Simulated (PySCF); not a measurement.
# BeZn: from the state search to spectroscopic constants

Aim: find the lowest electronic state of BeZn, scan its bond at several levels of theory, and get bond length, wavenumber and dissociation energy from each curve.

Program: PySCF 2.14.0. Level of theory: Be x2c-SVPall, Zn x2c-SVPall, spin-free X2C with a Gaussian nucleus. These are calculated values, not measurements.

## Step 1: The job

Settings of the job:

| Quantity | Value |
| --- | --- |
| atoms | Be, Zn |
| charge | 0 |
| basis | Be x2c-SVPall, Zn x2c-SVPall |
| Hamiltonian | spin-free X2C with a Gaussian nucleus |
| basis functions | 45 |
| electrons treated | 34 |
| masses in u | 9.0122, 63.9291 |
| levels | PBE0, PBE, r²SCAN, LDA, B3LYP, PW91, CAM-B3LYP, HF, MP2, SCS-MP2, CCSD, CCSD(T) |
| grid | 80 radial by 434 angular points |
| occupations | held fixed by the projection of orbital angular momentum |
| dissociation limit | Be + Zn, each in its ground configuration |
| starting distance in angstrom | 2.150 |
| values of 2S to try | 0, 2 |

Command:

```console
$ OMP_NUM_THREADS=1 python dia.py task.json out
```

After this run come: PBE0 along the bond; Higher solutions at PBE0; PBE (GGA); r²SCAN (meta-GGA); LDA (local density); B3LYP (global hybrid GGA); PW91 (GGA); CAM-B3LYP; RHF; MP2 and coupled cluster.

What does the calculation give? Wanted: for each run, Re; ωe; De; μ.

As calculated:

Lowest PBE0 solution found, without spin–orbit coupling: ¹Σ⁺ (singlet), closed shell. The other levels ran on it alone.

| level | Re (Å) | ωe (cm⁻¹) | De (eV) | μ (D) |
| --- | --- | --- | --- | --- |
| LDA | 2.639 | 212.5 | 0.335 | 0.43 |
| PBE | 2.764 | 174.0 | 0.188 | 0.54 |
| PW91 | 2.759 | 174.1 | 0.198 | 0.51 |
| r²SCAN | 2.739 | 181.9 | 0.174 | 0.46 |
| B3LYP | 3.076 | 87.0 | 0.028 | 0.33 |
| PBE0 | 2.878 | 143.6 | 0.126 | 0.48 |
| CAM-B3LYP | 3.565 | 37.2 | 0.007 | 0.11 |

De is counted to Be + Zn in their ground configurations. A positive dipole means Be(−)Zn(+). No constants: RHF (no minimum is bracketed among the points kept); RHF-MP2 (no minimum is bracketed among the points kept); RHF-SCS-MP2 (no minimum is bracketed among the points kept); RHF-CCSD (no minimum is bracketed among the points kept); RHF-CCSD(T) (no minimum is bracketed among the points kept).

What this shows: The methods spread over 0.926 Å in bond length, from LDA to CAM-B3LYP. Of the levels with a De here, CAM-B3LYP gives the least (0.007 eV) and LDA the most (0.335 eV).

Correlated steps freeze 5 core orbitals. The bond is weak, and basis-set superposition, which was not computed, may be a sizeable part of it.
